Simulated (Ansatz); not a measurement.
# CH2BF (SMILES B[C]F) at U-r2SCAN/STO-3G

Aim: the electronic atomisation energy of CH2BF at U-r2SCAN/STO-3G, from 5 runs. 

The calculation is run with Ansatz 0.2.0.

70 further runs of the same task are left out: 5 that didn't finish, 65 set aside as unsound or not needed.

## Step 1: The system as given

CH2BF: 5 atoms, total charge 0, spin state triplet. As SMILES, `B[C]F`. The shape is that of a GFN2-xTB optimisation.

Bond lengths: B1–C2 1.475 Å, C2–F3 1.312 Å, B1–H4 1.167 Å, B1–H5 1.176 Å. Angles: B1–C2–F3 134.8°, C2–B1–H4 120.2°, C2–B1–H5 118.7°, H4–B1–H5 121.1°.

## Step 2: The energy at U-r2SCAN/STO-3G

Contents of input.yaml:

```yaml
crystal:
  periodic: [false, false, false]
  atoms:
    - symbol: B
      position_ang: [-0.505570, -0.250120, -0.120900]
    - symbol: C
      position_ang: [0.899880, 0.179790, -0.245440]
    - symbol: F
      position_ang: [1.716060, 0.896670, 0.490070]
    - symbol: H
      position_ang: [-0.994750, -0.904870, -0.953460]
    - symbol: H
      position_ang: [-1.115610, 0.078530, 0.829720]
basis:
  gaussian:
    orbitals: STO-3G
magnetization:
  spin_polarized: true
  initial_magnetization: 2
hamiltonian:
  xc: r2scan
accuracy: high
```

Command:

```console
$ ansatz run input.yaml --threads 1 --pin off --max-ram 2610MiB --events-out events.jsonl --progress --plain --runs-dir runs
```

Output:

```text
Warning: RAYON_NUM_THREADS=1 ignored (pool sized by the plan → 1); use --threads N
Functional definition: r2SCAN
  name "r2SCAN"
  parameter k0 = 0.174
  parameter k1 = 0.065
  parameter a1 = 4.9479
  exchange = r2scan_x(k0 = k0, k1 = k1, a1 = a1)
  correlation = r2scan_c
293 factors; integrals over basis functions are off by at most 2.8e-8 eV
mean field evaluation 1: about -4393.7864 eV, gradient 2.1e1 eV
mean field evaluation 2: about -4392.5197 eV, gradient 2.3e1 eV
mean field evaluation 4: about -4396.8067 eV, gradient 9.8e-1 eV
mean field evaluation 8: about -4396.7365 eV, gradient 3.8e-2 eV
mean field evaluation 16: about -4396.7365 eV, gradient 7.8e-7 eV
mean field -4396.73651109 eV, -161.5770865674 hartree, gradient 5.9e-8 eV, S^2 2.003742; 0 other end points of the search recorded, 0 dependent functions left out
reference -4396.73651169 eV, -161.5770865896 hartree; 12, 10 occupied and 5, 7 virtual orbitals, 293 factors
Total energy: -4396.73651169 eV, -161.5770865896 hartree
```

Run time: 2.9 s. Hardware: 1 thread of AMD EPYC 7R43 (Zen 3), shared host; peak memory 0.22 GiB.

## Step 3: The B atom

Contents of in.yaml:

```yaml
crystal:
  periodic: [false, false, false]
  atoms:
    - {symbol: B, position_ang: [0.000000, 0.000000, 0.000000]}
basis:
  gaussian:
    orbitals: STO-3G
magnetization:
  spin_polarized: true
  initial_magnetization: 1
hamiltonian:
  xc: {name: r2SCAN}
accuracy: high
```

Command:

```console
$ ansatz run in.yaml --threads 1 --pin off --max-ram 2610MiB --events-out events.jsonl --progress --plain --runs-dir runs
```

Output, shortened:

```text
Warning: RAYON_NUM_THREADS=1 ignored (pool sized by the plan → 1); use --threads N
[... 7 set-up lines as earlier in the session ...]
15 factors; integrals over basis functions are off by at most 8.9e-10 eV
mean field evaluation 1: about -659.9161 eV, gradient 3.2e-10 eV
mean field evaluation 2: about -659.9181 eV, gradient 7.4e-10 eV
mean field evaluation 4: about -659.9147 eV, gradient 0.0e0 eV
mean field evaluation 8: about -659.6135 eV, gradient 2.1e0 eV
mean field evaluation 16: about -659.9149 eV, gradient 5.3e-10 eV
mean field -659.91808795 eV, -24.2515424236 hartree, gradient 0.0e0 eV, S^2 0.750000; 7 other end points of the search recorded, 0 dependent functions left out
reference -659.91808847 eV, -24.2515424429 hartree; 3, 2 occupied and 2, 3 virtual orbitals, 15 factors
Total energy: -659.91808847 eV, -24.2515424429 hartree
```

It took 1.2 s on 1 thread of AMD EPYC 7R43 (Zen 3), shared host; peak memory 0.11 GiB.

## Step 4: The C atom at the same level

Contents of job.yaml:

```yaml
crystal:
  periodic: [false, false, false]
  atoms:
    - {symbol: C, position_ang: [0.000000, 0.000000, 0.000000]}
basis:
  gaussian:
    orbitals: STO-3G
total_charge: 0
magnetization:
  spin_polarized: true
  initial_magnetization: 2
accuracy: high
hamiltonian:
  xc: r2scan
```

Run the same way, it converges to -37.32969 Eh (log not shown).

## Step 5: The F atom

Contents of in.yaml:

```yaml
basis:
  gaussian: {orbitals: STO-3G}
crystal:
  periodic: [false, false, false]
  atoms:
    - symbol: F
      position_ang: [0.000000, 0.000000, 0.000000]
magnetization: {spin_polarized: true, initial_magnetization: 1}
hamiltonian: {xc: r2scan}
accuracy: high
```

Run the same way, it converges to -98.25342 Eh (log not shown).

## Step 6: The H atom, same level

Contents of input.yaml:

```yaml
basis:
  gaussian:
    orbitals: STO-3G
crystal:
  periodic: [false, false, false]
  atoms:
    - {symbol: H, position_ang: [0.000000, 0.000000, 0.000000]}
magnetization:
  spin_polarized: true
  initial_magnetization: 1
hamiltonian:
  xc: {name: r2SCAN}
accuracy: high
```

Run the same way, it converges to -0.46646 Eh (log not shown).

## Step 7: Outcome

Level: U-r2SCAN/STO-3G.

```
                     quantity          value
       molecule: total energy  -161.57709 Eh
               molecule: ⟨S²⟩          2.004
         B atom: total energy   -24.25154 Eh
                 B atom: ⟨S²⟩          0.750
         C atom: total energy   -37.32969 Eh
                 C atom: ⟨S²⟩          2.000
         F atom: total energy   -98.25342 Eh
                 F atom: ⟨S²⟩          0.750
         H atom: total energy    -0.46646 Eh
                 H atom: ⟨S²⟩          0.750
electronic atomisation energy      22.028 eV
```

In words: Taking the molecule apart into free atoms costs 22.03 eV (508 kcal/mol), before zero-point energy and without spin-orbit coupling. In a minimal basis such a difference can be off by several eV, whatever the method.
